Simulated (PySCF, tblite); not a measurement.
**C5H6O2: geometry, infrared bands, NMR shifts, spin-spin couplings, electronic excitations and core binding energies**

Aim: predict the infrared bands, NMR shifts, spin-spin couplings, electronic excitations and core binding energies of C5H6O2 (`OCc1ccoc1`).

Programs: tblite 0.8.0 and PySCF 2.14.0, with density-fitted response routines of our own. Each step states its level of theory. These are calculated values for one molecule in the gas phase, unless marked as measured. Atoms count from 0, in the outputs and in this text.

## Step 1: The starting structure

13 atoms, charge 0, multiplicity 1; geometry from: GFN2-xTB.

Bonds of the start (Å): O0–C1 1.41, C1–C2 1.50, C2–C3 1.42, C3–C4 1.36, C4–O5 1.34, O5–C6 1.34, C6–C2 1.36, O0–H7 0.96, C1–H8 1.10, C1–H9 1.09, C3–H10 1.07, C4–H11 1.07, C6–H12 1.07.

## Step 2: Harmonic vibrations with GFN2-xTB

The job: settings as JSON, then the geometry in Å.

```
{"job": {"kind": "ir", "xc": "GFN2-xTB", "basis": "xTB"}, "charge": 0, "multiplicity": 1}
O     -2.270342    -0.226693     0.783934
C     -1.559410     0.149979    -0.378685
C     -0.084627    -0.058704    -0.238990
C      0.854567     0.852590     0.320573
C      2.057973     0.222517     0.282977
O      1.933489    -1.003239    -0.249435
C      0.638809    -1.170141    -0.558405
H     -1.896823     0.243050     1.538000
H     -1.760145     1.204202    -0.621347
H     -1.958058    -0.478648    -1.177689
H      0.654457     1.838755     0.687440
H      3.037020     0.530074     0.592227
H      0.348701    -2.103256    -0.998328
```

**Question.** This job is followed by: PBE0-D3(BJ)/def2-SVP geometry optimisation, gas phase; GIAO PBE0/pcSseg-1 NMR shielding, non-relativistic, gas phase; B3LYP/pcJ-1 indirect spin-spin coupling, non-relativistic, gas phase; TDDFT B3LYP/def2-SVPD, vertical, gas phase, core orbitals frozen in the response; GIAO KT3/pcSseg-2 NMR shielding, non-relativistic, gas phase; delta-SCF UKS SCAN, pcX-2 on the ionised atom, pcseg-1 elsewhere, spin-free X2C. Predict these results of the whole session: strongest single infrared mode (GFN2-xTB); zero-point energy (GFN2-xTB); point group; rotational constants (main isotopes); 13C shifts against TMS (PBE0/pcSseg-1); 1H shifts against TMS (PBE0/pcSseg-1, means over atoms taken as alike); 17O shifts against H2O (PBE0/pcSseg-1); largest coupling of the table (B3LYP/pcJ-1); lowest singlet (B3LYP/def2-SVPD); brightest single state of those computed; lowest triplet; vertical ionisation energy (ΔSCF); C1s binding energies, SCAN/pcX-2; O1s binding energies, SCAN/pcX-2; range of the shift of O5.

As calculated:

```
                                                              quantity                                                     value
                             strongest single infrared mode (GFN2-xTB)                                     1059 cm⁻¹, 117 km/mol
                                          zero-point energy (GFN2-xTB)                                             62.6 kcal/mol
                                                           point group                                                        C1
                                  rotational constants (main isotopes)                                      7.08, 1.84, 1.60 GHz
                                13C shifts against TMS (PBE0/pcSseg-1)                      147.3, 145.8, 131.7, 115.7, 58.2 ppm
1H shifts against TMS (PBE0/pcSseg-1, means over atoms taken as alike)                         7.50, 7.39, 6.48, 4.48, -0.27 ppm
                                17O shifts against H2O (PBE0/pcSseg-1)                                           306.8, 56.5 ppm
                           largest coupling of the table (B3LYP/pcJ-1)                                  1J(C,H) C4–H11, 212.2 Hz
                                      lowest singlet (B3LYP/def2-SVPD)                               5.97 eV (208 nm), f = 0.057
                              brightest single state of those computed                               state 9, 7.34 eV, f = 0.104
                                                        lowest triplet                                                   4.04 eV
                                     vertical ionisation energy (ΔSCF)                                                   8.92 eV
                                      C1s binding energies, SCAN/pcX-2  C1 292.42, C4 291.75, C6 291.60, C3 290.59, C2 290.58 eV
                                      O1s binding energies, SCAN/pcX-2                                   O5 540.11, O0 538.61 eV
                                              range of the shift of O5                                        291.9 to 306.8 ppm
```

In words: No mode is imaginary among the 33: a minimum at this level. The strongest single mode, at 1059 cm⁻¹, is spread over many atoms; the largest shares are those of C1, O0. GFN2-xTB is a fitted tight-binding method: band positions and strengths are rough. Its intensities can rank the bands wrongly. At PBE0/pcSseg-1: The widest tensor belongs to O5: span 364 ppm, with a paramagnetic part of -369 ppm. NICS(1)zz of -27 ppm above the planar ring from C2 marks a diatropic (aromatic) ring current. Of the pairs tabulated at B3LYP/pcJ-1, C4–H11 couples most strongly (212.2 Hz; Fermi contact 211.4 Hz). Couplings across rotatable bonds belong to this one conformer; where others are populated, the observed values are averages. ΔSCF puts the ionisation energy at 8.92 eV, 2.26 eV above −ε(HOMO). The C1s levels kept as sound span 1.84 eV, from C2 (substituted aromatic carbon) up to C1 (sp3 CH2 bonded to O, on an aromatic ring). The O1s levels kept as sound span 1.50 eV, from O0 (alcohol oxygen) up to O5 (aromatic ring oxygen). In ppm, O5 moves most: its shift spreads over 14.8 ppm, from 291.9 (KT3/pcSseg-2) to 306.8 (PBE0/pcSseg-1). Most of that comes from the computed reference, not from the atom's own shielding.
